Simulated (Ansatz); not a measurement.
**Ga2Te2O: further runs on a relaxed guess**

The task, for Ga2Te2O: see whether it has a gap, which orbitals make up the states near it and how charge is shared.

Program: Ansatz 0.2.0. Level of theory: DFT PBE, scalar-relativistic, plane waves, PAW. These are calculated values, not measurements.

### Step 1. The system as given

The structure is hexagonal, space group P-6m2 (No. 187). Conventional cell: a = 4.411 Å, b = 4.411 Å, c = 6.546 Å, α = 90.00°, β = 90.00°, γ = 120.00°. Ga (site symmetry -6m2) is surrounded by 3 Ga at 2.55 Å and 6 Te at 3.16 Å. Ga (site symmetry -6m2) has 3 Ga at 2.55 Å and 6 Te at 3.16 Å and 2 O at 3.27 Å as nearest neighbours. Te (site symmetry 3m) is surrounded by 1 Te at 2.79 Å and 3 O at 2.90 Å and 6 Ga at 3.16 Å. O (site symmetry -6m2) is surrounded by 6 Te at 2.90 Å and 2 Ga at 3.27 Å.

Coordinates:

```
CELL_PARAMETERS angstrom
4.41106 0.00000 0.00000
-2.20553 3.82009 0.00000
0.00000 0.00000 6.54556
ATOMIC_POSITIONS crystal
Ga 0.33333 0.66667 0.00000
Ga 0.66667 0.33333 0.00000
Te 0.00000 0.00000 0.28663
Te 0.00000 0.00000 0.71337
O 0.66667 0.33333 0.50000
```

The cell was relaxed beforehand at this level, from a database cell with other species swapped in; it needn't be the stable form of this composition. At a tolerance of 0.05 Å it has space group P-6m2 (No. 187); it has 22.06 Å³/atom, an uncorrected energy of +0.35 eV/atom over the elements.

### Step 2. Static run: bands, density of states and charges

The input, input.yaml:

```yaml
crystal:
  lattice:
    - [4.4110574803, 0.0, 0.0]
    - [-2.2055287402, 3.8200878355, 0.0]
    - [0.0, 0.0, 6.5455567068]
  atoms:
    - { symbol: Ga, position: [0.3333333333, 0.6666666667, 0.0] }
    - { symbol: Ga, position: [0.6666666667, 0.3333333333, 0.0] }
    - { symbol: Te, position: [0.0, 0.0, 0.2866278079] }
    - { symbol: Te, position: [0.0, 0.0, 0.7133721921] }
    - { symbol: O, position: [0.6666666667, 0.3333333333, 0.5] }
basis:
  ecutwfc: 420
kpoints:
  mp_grid: { grid: [12, 12, 6] }
  band_path:
    path:
      - [[0.0, 0.0, 0.0], [0.5, 0.0, 0.0], [0.33333333, 0.33333333, 0.0], [0.0, 0.0, 0.0], [0.0, 0.0, 0.5], [0.5, 0.0, 0.5], [0.33333333, 0.33333333, 0.5], [0.0, 0.0, 0.5]]
      - [[0.5, 0.0, 0.5], [0.5, 0.0, 0.0]]
      - [[0.33333333, 0.33333333, 0.5], [0.33333333, 0.33333333, 0.0]]
    npoints: 14
hamiltonian:
  xc: pbe
scf:
  occupations: { method: gaussian, width: 0.1 }
  n_extra_bands: 12
output:
  forces: true
  stress: true
  eigenvalues: true
  populations: true
  dos: { projected: true, de: 0.02, nscf_kmesh: { grid: [15, 15, 8] } }
  bader: true
  write_density: true
  write_potential: true
  elf: true
  volumetric_format: npy
```

The run is started by

```sh
$ ansatz run input.yaml --threads 1 --pin off --max-ram 2560MiB --backend cpu --events-out ev --progress --plain --runs-dir out
```

Log:

```text
Warning: RAYON_NUM_THREADS=1 ignored (pool sized by the plan → 1); use --threads N
scf.n_extra_bands = 12 over 32 filled bands (N_el = 64.0): the run solves 44 bands
Engine: ansatz 0.2.0, aarch64-unknown-linux-gnu
Pseudopotentials: kind: paw
Pseudopotential: Ga, paw, valence charge 13, recommended cutoff 420 eV (normal), Ga.paw.azcp
Pseudopotential: Te, paw, valence charge 16, recommended cutoff 420 eV (normal), Te.paw.azcp
Pseudopotential: O, paw, valence charge 6, recommended cutoff 420 eV (normal), O.paw.azcp
Functional definition: PBE
  parameter kappa = 0.804
  parameter beta = 0.06672455060314922
  exchange = pbe_x(kappa = kappa, mu = beta*pi^2/3)
  correlation = pbe_c(beta = beta)
Crystal: 5 atoms, lattice volume = 110.297 Å³
Basis set: ecut = 420 eV, 2175 PW (Γ), exchange–correlation on 60×60×90 points (8 copies of the dense FFT grid, shifted against one another)
Bands: 44, of which v1, the nominal top of the filled ones, is band 32 counted from 1 (31 counted from 0)
Symmetry: 12 space group operations
Space group: P-6m2 (ITA 187), of the structure as read, at distance tolerance 4.8e-5 Å
k-points: 76 of 864 (time reversal used)
Non-local potential: Ga, projectors of the file, l = 0: 2, l = 1: 2, l = 2: 3, l = 3: 1
Non-local potential: Te, projectors of the file, l = 0: 2, l = 1: 2, l = 2: 2, l = 3: 2
Non-local potential: O, projectors of the file, l = 0: 2, l = 1: 2, l = 2: 1
PAW form: soft (Blöchl's): semilocal exchange-correlation on the pseudo side does not see the compensation charge
PAW one-centre angular grid: Ga, 590 points (default); XC on 64 Gauss nodes
PAW one-centre angular grid: Te, 590 points (default); XC on 64 Gauss nodes
PAW one-centre angular grid: O, 110 points (default); XC on 64 Gauss nodes
Initial density: superposition of atomic densities (neutral atoms: chi_scale 0, normalization atom), corrected by the library's trained network
Initial wavefunctions: pseudopotential atomic-orbital guess
Functional: x = pbe(κ = 0.804, μ = 0.2195149727645171), c = pbe(β = 0.06672455060314922)
SCF iter   1: F=—  HF=-22089.198073 eV  |F-HF|=—  |Δ(HF+E_count)|=         —  Δρ=3.89e-3  dr2=1.46e-2  ethr=1.77e-3  ⟨swp⟩=6.8  Hψ=14201  notcnv=0  defer=173
preconditioner: auto → LDOS  [metal: Δε(μ)=0.009 eV  Ē_g=15.202 eV  σ=0.100 eV  W_gap=0.05  n_scr=22 (ndim 8)  ℏωp=23.5 eV  f_vac=0.044  D(μ)=4.02/eV (n_scr^D=34)  β→1.0]
SCF iter   2: F=—  HF=-22089.196758 eV  |F-HF|=—  |Δ(HF+E_count)|=   1.31e-3  Δρ=1.75e-3  dr2=3.31e-3  ethr=2.28e-5  ⟨swp⟩=2.1  Hψ=6283  notcnv=0  defer=248
SCF iter   3: F=—  HF=-22089.196496 eV  |F-HF|=—  |Δ(HF+E_count)|=   2.62e-4  Δρ=8.82e-4  dr2=6.74e-4  ethr=5.17e-6  ⟨swp⟩=2.0  Hψ=5385  notcnv=0  defer=248
SCF iter   4: F=—  HF=-22089.196087 eV  |F-HF|=—  |Δ(HF+E_count)|=   4.09e-4  Δρ=2.99e-4  dr2=1.31e-4  ethr=1.05e-6  ⟨swp⟩=2.0  Hψ=5399  notcnv=0  defer=248
SCF iter   5: F=—  HF=-22089.196065 eV  |F-HF|=—  |Δ(HF+E_count)|=   2.15e-5  Δρ=8.90e-5  dr2=1.55e-5  ethr=2.05e-7  ⟨swp⟩=2.0  Hψ=3725  notcnv=0  defer=248
SCF iter   6: F=—  HF=-22089.196082 eV  |F-HF|=—  |Δ(HF+E_count)|=   1.63e-5  Δρ=3.53e-5  dr2=1.80e-6  ethr=2.42e-8  ⟨swp⟩=2.4  Hψ=5413  notcnv=0  defer=248
SCF iter   7: F=—  HF=-22089.196081 eV  |F-HF|=—  |Δ(HF+E_count)|=   1.99e-7  Δρ=9.44e-6  dr2=1.66e-7  ethr=2.82e-9  ⟨swp⟩=2.4  Hψ=5192  notcnv=0  defer=248
SCF iter   8: F=-22089.196081 eV  HF=-22089.196081 eV  |F-HF|=4.58e-10  |Δ(HF+E_count)|=  7.57e-10  Δρ=2.39e-6  dr2=5.37e-9  ethr=1.56e-10  ⟨swp⟩=14.5  Hψ=24241  notcnv=0
SCF 1 converged in 8 iterations: F = -22089.196081 eV  dr2 = 5.37e-9
NSCF: frozen V_eff on 129 k-points
NSCF: frozen V_eff on 135 k-points
SCF converged after 8 iterations
Free energy (F): -22089.196081 eV
Harris-Foulkes:  -22089.196081 eV  (|F-HF|=4.58e-10)
Internal energy: -22089.175865 eV  (E = F + TS)
E sigma→0 (E₀):  -22089.185973 eV
Entropy (-TS):   -0.020216 eV (-4.043 meV/atom)
Fermi energy:    8.893985 eV
--- Per-component energies (eV) ---
  E_band       = -608.135548
  E_kinetic    = 758.921597
  E_local      = -6675.461552  (includes V_loc(G=0)·N_el)
  E_nonlocal   = 271.860654
  E_hartree    = 3528.053613
  E_xc         = -459.142233
  E_vxc        = -415.906456  (∫ρ·V_xc dr)
  E_paw        = -13451.418833  (= ΣΔE_a)
  E_vpaw       = -1603.659730  (= ΣTr[D̂ρ^β])
  E_aug_tail   = 0.001632  (compensation charges beyond the density's cutoff)
  E_ewald      = -6061.990743
  E_smearing   = -0.020216  (= −TS)
  E_closure    = -0.000000  (closes the sum)
  Σ components = -22089.196081   (vs F -22089.196081, Δ=0.00e0)
--- Forces (eV/Å), atoms counted from 1 ---
  atom   1  Ga    -0.00000000     0.00000000     0.00000000
  atom   2  Ga     0.00000000    -0.00000000     0.00000000
  atom   3  Te    -0.00000000    -0.00000000    -0.00255285
  atom   4  Te    -0.00000000    -0.00000000     0.00255285
  atom   5  O      0.00000000     0.00000000     0.00000000
  max |Σ_I F_I| component: 7.40e-17 eV/Å
--- Stress (GPa, compression-positive) ---
        0.033320      -0.000000       0.000000
       -0.000000       0.033320       0.000000
        0.000000       0.000000      -0.010574
  P = ⅓ Tr σ = 0.0187 GPa (0.187 kbar)
--- Band table (eV; the first three rows and the last of 76) ---
  k-point 0: bands = ["-28.5540", "-28.4757", "-28.4757", "-28.4380", "-28.4380", "-28.4237", "-28.3909", "-28.3909", "-28.3872", "-28.3872", "-7.3956", "-6.1949", "-6.1087", "-6.1087", "-6.0958", "-6.0958", "-5.9618", "-5.9618", "-5.8987", "-5.8987", "-5.8608", "-3.6317", "-1.6933", "0.6473", "6.0950", "6.0950", "6.8915", "7.4334", "8.0153", "8.0153", "8.7389", "8.7389", "9.0304", "9.0304", "9.2322", "9.4146", "12.8740", "13.3940", "13.3940", "13.4885", "15.0430", "15.9294", "15.9294", "17.2544"]
  k-point 1: bands = ["-28.5529", "-28.4754", "-28.4754", "-28.4383", "-28.4383", "-28.4249", "-28.3908", "-28.3908", "-28.3872", "-28.3872", "-7.3911", "-6.1949", "-6.1087", "-6.1087", "-6.0958", "-6.0958", "-5.9618", "-5.9618", "-5.8987", "-5.8987", "-5.8610", "-3.5700", "-1.9825", "1.0759", "6.1482", "6.1482", "6.4671", "7.3802", "7.9589", "7.9589", "8.6388", "8.6388", "9.0368", "9.0368", "9.3282", "9.5085", "12.4319", "13.6706", "13.6706", "14.1002", "14.9358", "15.9901", "15.9901", "17.7358"]
  k-point 2: bands = ["-28.5506", "-28.4748", "-28.4748", "-28.4389", "-28.4389", "-28.4272", "-28.3908", "-28.3908", "-28.3873", "-28.3873", "-7.3820", "-6.1948", "-6.1087", "-6.1087", "-6.0958", "-6.0958", "-5.9618", "-5.9618", "-5.8987", "-5.8987", "-5.8615", "-3.3872", "-2.4967", "1.9347", "5.5803", "6.2744", "6.2744", "7.2197", "7.7685", "7.7685", "8.5937", "8.5937", "8.9655", "8.9655", "9.4084", "9.9900", "11.6806", "14.3368", "14.3368", "14.5200", "15.5369", "16.0527", "16.0527", "18.2074"]
  k-point 75: bands = ["-28.5489", "-28.4748", "-28.4747", "-28.4394", "-28.4394", "-28.4278", "-28.3902", "-28.3902", "-28.3868", "-28.3868", "-7.1636", "-6.3329", "-6.1706", "-6.1658", "-6.1651", "-6.0324", "-5.9766", "-5.8789", "-5.8660", "-5.8648", "-5.7101", "-2.9091", "-1.8370", "1.8599", "1.9395", "4.5491", "5.5834", "6.0683", "6.4522", "7.0099", "8.2905", "8.3921", "9.3232", "10.1738", "11.9647", "12.3273", "13.1062", "13.7171", "14.5086", "15.6420", "18.4468", "18.4769", "19.7207", "20.2474"]
--- Löwdin populations: 5 sites ---
  site symbol       q [e]
     0     Ga     13.1960
     1     Ga     13.0795
     2     Te     15.3776
     3     Te     15.3776
     4      O      6.7219
  spilling = 0.003866 (of n_electrons = 64.000000)
--- Bader charges: 5 sites ---
  site symbol  charge [e]  shift [e]
     0     Ga      0.1810     0.0001
     1     Ga      0.2803     0.0001
     2     Te      0.1901     0.0000
     3     Te      0.1901     0.0000
     4      O     -0.8415     0.0000
  estimated error of the sums over rays = 3.3e-4 e
```

Run time: 3.1 min. Hardware: 1 thread of Arm Neoverse V1, shared host; peak memory 0.67 GiB.

Site by site:

```
atom  Löwdin electrons  Bader charge (e)  Bader volume (Å³)
 Ga1             13.20             +0.18               18.0
 Ga2             13.08             +0.28               16.8
 Te3             15.38             +0.19               29.4
 Te4             15.38             +0.19               29.4
  O5              6.72             -0.84               16.7
```

The Löwdin counts miss 0.25 of the 64 electrons, which the atomic orbitals do not span, so they are no charges.

From bands.tsv, the levels nearest the Fermi level at the path's corners, in eV from the Fermi level:

| point | band 29 | band 30 | band 31 | band 32 | band 33 | band 34 | band 35 | band 36 |
| --- | --- | --- | --- | --- | --- | --- | --- | --- |
| Γ | -0.88 | -0.88 | -0.15 | -0.15 | 0.14 | 0.14 | 0.34 | 0.52 |
| M | -1.71 | -1.45 | -0.73 | -0.70 | 0.28 | 1.94 | 2.15 | 3.40 |
| K | -2.62 | -0.94 | -0.56 | 0.18 | 1.21 | 1.68 | 2.48 | 4.28 |
| Γ | -0.88 | -0.88 | -0.15 | -0.15 | 0.14 | 0.14 | 0.34 | 0.52 |
| A | -1.25 | -1.25 | -0.26 | -0.26 | 0.00 | 0.00 | 0.54 | 1.62 |
| L | -3.20 | -2.10 | -0.67 | -0.42 | 0.36 | 1.50 | 2.45 | 2.48 |
| H | -2.44 | -1.88 | -0.60 | -0.50 | 0.43 | 1.28 | 3.07 | 3.43 |
| A | -1.25 | -1.25 | -0.26 | -0.26 | 0.00 | 0.00 | 0.54 | 1.62 |
| L | -3.20 | -2.10 | -0.67 | -0.42 | 0.36 | 1.50 | 2.45 | 2.48 |
| M | -1.71 | -1.45 | -0.73 | -0.70 | 0.28 | 1.94 | 2.15 | 3.40 |
| H | -2.44 | -1.88 | -0.60 | -0.50 | 0.43 | 1.28 | 3.07 | 3.43 |
| K | -2.62 | -0.94 | -0.56 | 0.18 | 1.21 | 1.68 | 2.48 | 4.28 |

Counts of states by energy window (eV from the Fermi level), total and by projection:

```csv
from,to,total,Ga 4s,Ga 4p,Te 5p,O 2p
-8,-7,1.66,0.84,0.28,0.31,0.01
-7,-6,0.60,0.23,0.15,0.13,0.01
-6,-5,0.89,0.23,0.28,0.30,0.02
-5,-4,1.64,0.17,0.43,0.83,0.16
-4,-3,2.96,0.13,0.60,1.53,0.58
-3,-2,3.26,0.28,0.39,1.41,1.01
-2,-1,2.71,0.20,0.45,0.82,1.11
-1,0,4.16,0.22,0.47,1.47,1.80
0,1,2.31,0.21,0.32,1.00,0.65
1,2,2.57,0.20,0.50,1.38,0.31
2,3,1.56,0.07,0.61,0.69,0.08
3,4,2.23,0.12,1.31,0.47,0.07
4,5,2.70,0.19,1.36,0.61,0.05
5,6,1.82,0.11,0.86,0.29,0.02
```

A further 46 or so states lie below the table's range.

Density in a lattice plane of the grid's cell (edges 4.41 and 6.55 Å, at 0.333 of the third edge), which holds Ga and O.

Ten even steps from '0' (0.06 e/Å³) to '9' (41.21 e/Å³):
```
0000000000231000
0000000000000000
0000000000000000
0000000000000000
0000000000000000
0000000000000000
0000000000000000
0000000000000000
0000000000110000
0000000000111000
0000000000110000
0000000000000000
0000000000000000
0000000000000000
0000000000000000
0000000000000000
0000000000000000
0000000000000000
0000000000231000
0000000001793000
```
Columns run along the first of these edges and rows up along the second, over one cell in 16 and 20 even steps from the bottom left corner. Atoms in the plane (fractional): Ga at (0.67, 0.00), O at (0.67, 0.50).

ELF in the same plane.

Ten even steps from '0' (0.04) to '9' (0.82):
```
3332334331000234
3333333332222333
3444433222222223
4666653211111113
5777764100000013
5777763100010002
3566641124665211
1345321269999731
0122101489889962
0011001599658972
0122101489889962
1345321269999731
3566641124665211
5777763100010002
5777764100000013
4666653211111113
3444433222222223
3333333332222333
3332334331000234
4332334320120234
```
Columns run along the first of these edges and rows up along the second, over one cell in 16 and 20 even steps from the bottom left corner. Atoms in the plane (fractional): Ga at (0.67, 0.00), O at (0.67, 0.50).

Both are smooth fields of the valence electrons: close to the nuclei they are not physical.

Maxima of ELF outside the ion cores: 0.83 in the shell around O, 0.6 Å from O; 0.66 beside Te, off the lines to its neighbours, 1.3 Å from Te.

### Step 3. Changed: ecutrho_ratio 8, xc revpbe, lower_state_search off

The input, input.yaml:

```yaml
crystal:
  lattice:
    - [4.4110574803, 0.0, 0.0]
    - [-2.2055287402, 3.8200878355, 0.0]
    - [0.0, 0.0, 6.5455567068]
  atoms:
    - { symbol: Ga, position: [0.3333333333, 0.6666666667, 0.0] }
    - { symbol: Ga, position: [0.6666666667, 0.3333333333, 0.0] }
    - { symbol: Te, position: [0.0, 0.0, 0.2866278079] }
    - { symbol: Te, position: [0.0, 0.0, 0.7133721921] }
    - { symbol: O, position: [0.6666666667, 0.3333333333, 0.5] }
basis:
  ecutwfc: 420
  ecutrho_ratio: 8
kpoints:
  mp_grid: { grid: [12, 12, 6] }
hamiltonian:
  xc: revpbe
scf:
  occupations: { method: gaussian, width: 0.1 }
  lower_state_search: "off"
output:
  forces: true
  eigenvalues: true
  stress: true
```

The run is started by

```sh
$ ansatz run input.yaml --threads 1 --pin off --max-ram 2560MiB --backend cpu --events-out ev --progress --plain --runs-dir out
```

Log (excerpt; [...] marks lines left out):

```text
Warning: RAYON_NUM_THREADS=1 ignored (pool sized by the plan → 1); use --threads N
[...]
Pseudopotentials: kind: paw
Pseudopotential: Ga, paw, valence charge 13, recommended cutoff 420 eV (normal), Ga.paw.azcp
Pseudopotential: Te, paw, valence charge 16, recommended cutoff 420 eV (normal), Te.paw.azcp
Pseudopotential: O, paw, valence charge 6, recommended cutoff 420 eV (normal), O.paw.azcp
Functional definition: revPBE
[...]
Crystal: 5 atoms, lattice volume = 110.297 Å³
Basis set: ecut = 420 eV, 2175 PW (Γ), exchange–correlation on 90×90×128 points (8 copies of the dense FFT grid, shifted against one another)
Bands: 39, of which v1, the nominal top of the filled ones, is band 32 counted from 1 (31 counted from 0)
Symmetry: 12 space group operations
Space group: P-6m2 (ITA 187), of the structure as read, at distance tolerance 4.8e-5 Å
k-points: 76 of 864 (time reversal used)
[...]
SCF iter   1: F=—  HF=-22111.008107 eV  |F-HF|=—  |Δ(HF+E_count)|=         —  Δρ=5.72e-3  dr2=3.64e-2  ethr=1.77e-3  ⟨swp⟩=7.2  Hψ=12275  notcnv=0
[...]
SCF iter   8: F=-22111.004468 eV  HF=-22111.004468 eV  |F-HF|=5.94e-9  |Δ(HF+E_count)|=   4.59e-8  Δρ=4.06e-6  dr2=1.44e-8  ethr=1.56e-10  ⟨swp⟩=9.6  Hψ=12862  notcnv=0
[...]
SCF converged after 8 iterations
Free energy (F): -22111.004468 eV
[...]
E sigma→0 (E₀):  -22110.994402 eV
Entropy (-TS):   -0.020133 eV (-4.027 meV/atom)
Fermi energy:    8.989068 eV
[...]
--- Forces (eV/Å), atoms counted from 1 ---
  atom   1  Ga    -0.00000000     0.00000000     0.00000000
  atom   2  Ga     0.00000000    -0.00000000     0.00000000
  atom   3  Te    -0.00000000     0.00000000    -0.04007385
  atom   4  Te    -0.00000000     0.00000000     0.04007385
  atom   5  O     -0.00000000    -0.00000000     0.00000000
[...]
--- Stress (GPa, compression-positive) ---
        1.421346      -0.000000       0.000000
       -0.000000       1.421346       0.000000
        0.000000       0.000000       1.275265
  P = ⅓ Tr σ = 1.3727 GPa (13.727 kbar)
--- Band table (eV; the first three rows and the last of 76) ---
[...]
```

It took 37 s on 1 thread of Arm Neoverse V1, shared host; peak memory 0.57 GiB.

```
    run     ending   energy change  pressure (GPa)  gap (eV)  force (eV/Å)  cycles     time
 step 2  converged               -             0.0      0.00          0.00       8  3.1 min
variant  converged  not comparable             1.4      0.00          0.04       8     37 s
```

After a change of functional the difference of the totals has no physical meaning; the pressure goes from 0.0 to 1.4 GPa and the largest force goes from 0.00 to 0.04 eV/Å. The numerical grids and search for lower states changed too.

### Step 4. Outcome

```
                 quantity                                   value
                      gap                            none (metal)
states at the Fermi level                    3.14 per eV per cell
            Bader charges  Ga +0.18 to +0.28, Te +0.19, O -0.84 e
```

What this shows: Bands cross the Fermi level: a metal at this level of theory. Of the projected weight within 0.25 eV of the Fermi level, the largest part is Te 5p (46 %) and O 2p (36 %). Bader charges reach 0.8 e, so charge transfer in this metal is moderate. These runs have no spin-orbit coupling; with Te it would split and shift bands.
